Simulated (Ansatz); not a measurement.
Write the native input for Ansatz 0.2.0 that does the following.

* Task: single point
* Functional: PBE
* Potentials or basis: Ansatz PAW
* Cutoff: 420 eV (not typed: the program's choice for these potentials)
* k mesh: 9 × 9 × 9
* Occupations: gaussian, width 0.024 eV
* Spin: no spin polarisation

The system is GeW.

```xyz
2
Lattice="0.0000 2.5776 2.5776 2.5776 0.0000 2.5776 2.5776 2.5776 0.0000" Properties=species:S:1:pos:R:3 pbc="T T T"
Ge    2.5776    2.5776    2.5776
W     0.0000    0.0000    0.0000
```

The cell was built by a generator and needn't be a form met in nature.

These files were run (other wordings do the same):

input.yaml

```yaml
crystal:
  lattice:
    - [0.0, 2.57761, 2.57761]
    - [2.57761, 0.0, 2.57761]
    - [2.57761, 2.57761, 0.0]
  atoms:
    - { symbol: Ge, position: [0.5, 0.5, 0.5] }
    - { symbol: W, position: [0.0, 0.0, 0.0] }
hamiltonian:
  xc: pbe
  pseudopotentials: { kind: paw }
kpoints:
  mp_grid: { grid: [9, 9, 9] }
scf:
  occupations: { method: gaussian, width: 0.024 }
output:
  forces: true
  stress: true
  eigenvalues: true
```

Potentials or basis: Ansatz PAW.

Launch:

```sh
$ ansatz run input.yaml --threads 2 --pin off --max-ram 5632MiB --backend cpu --events-out ev --progress --plain --runs-dir out
```

It gave:

```
Pressure               : 0.2 GPa
Band gap on the k mesh : none (metal or under the smearing width)
```

It took 0.81 s on 2 threads of Arm Neoverse V1 (shared host), peak memory 0.3 GiB.
